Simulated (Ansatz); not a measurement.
# InW8C8: the cost of one run

All numbers below are computed with Ansatz 0.2.0 (DFT LDA, plane waves, PAW, scalar-relativistic, no spin polarisation).

## Step 1: The starting structure

The cell holds 17 atoms (C8InW8): a = 5.788 Å, b = 5.788 Å, c = 17.245 Å, α = 90.00°, β = 90.00°, γ = 120.00°.

As a file:

```xyz
17
Lattice="5.7877 0.0000 0.0000 -2.8939 5.0123 0.0000 0.0000 0.0000 17.2448" Properties=species:S:1:pos:R:3 pbc="T T T"
W     0.0000    0.0000    1.0000
C     1.4469    0.8354    2.4149
W     0.0000    0.0000    3.8299
C     1.4469    0.8354    5.2449
W    -1.4469    2.5061    1.0000
C     0.0000    3.3415    2.4149
W    -1.4469    2.5061    3.8299
C     0.0000    3.3415    5.2449
W     2.8939    0.0000    1.0000
C     4.3408    0.8354    2.4149
W     2.8939    0.0000    3.8299
C     4.3408    0.8354    5.2449
W     1.4469    2.5061    1.0000
C     2.8938    3.3415    2.4149
W     1.4469    2.5061    3.8299
C     2.8938    3.3415    5.2449
In    2.9469    1.7165    6.7648
```

## Step 2: End point A

input.yaml

```yaml
crystal:
  lattice:
    - [5.7877, 0.0, 0.0]
    - [-2.89385, 5.012295, 0.0]
    - [0.0, 0.0, 17.24485]
  atoms:
    - { symbol: W, position: [0.0, 0.0, 0.0579883] }
    - { symbol: C, position: [0.3333333, 0.1666667, 0.1400389] }
    - { symbol: W, position: [0.0, 0.0, 0.2220895] }
    - { symbol: C, position: [0.3333333, 0.1666667, 0.3041401] }
    - { symbol: W, position: [0.0, 0.5, 0.0579883] }
    - { symbol: C, position: [0.3333333, 0.6666667, 0.1400389] }
    - { symbol: W, position: [0.0, 0.5, 0.2220895] }
    - { symbol: C, position: [0.3333333, 0.6666667, 0.3041401] }
    - { symbol: W, position: [0.5, 0.0, 0.0579883] }
    - { symbol: C, position: [0.8333333, 0.1666667, 0.1400389] }
    - { symbol: W, position: [0.5, 0.0, 0.2220895] }
    - { symbol: C, position: [0.8333333, 0.1666667, 0.3041401] }
    - { symbol: W, position: [0.5, 0.5, 0.0579883] }
    - { symbol: C, position: [0.8333333, 0.6666667, 0.1400389] }
    - { symbol: W, position: [0.5, 0.5, 0.2220895] }
    - { symbol: C, position: [0.8333333, 0.6666667, 0.3041401] }
    - { symbol: In, position: [0.6803822, 0.3424482, 0.3922823] }
basis:
  ecutwfc: 420.0
kpoints:
  mp_grid: { grid: [5, 5, 1] }
hamiltonian:
  xc: lda
  pseudopotentials: { kind: paw, azcp: { folder: soft_1 } }
scf:
  occupations: { method: gaussian, width: 0.05 }
  lower_state_search: "off"
relax:
  f_tol: 0.03
  max_steps: 60
  adjacent_minimum: "off"
  constraints: [{ sites: [0, 4, 8, 12] }]
```

On the command line:

```sh
ansatz run input.yaml --threads 4 --pin off --max-ram 10240MiB --backend cpu --events-out ev --progress --plain --runs-dir out
```

Q: Estimate wall time and peak memory on 4 threads of Intel Xeon at 2.50GHz (Skylake/Cascade Lake), shared host.

About 2.2 min, with a peak of 1.4 GiB.
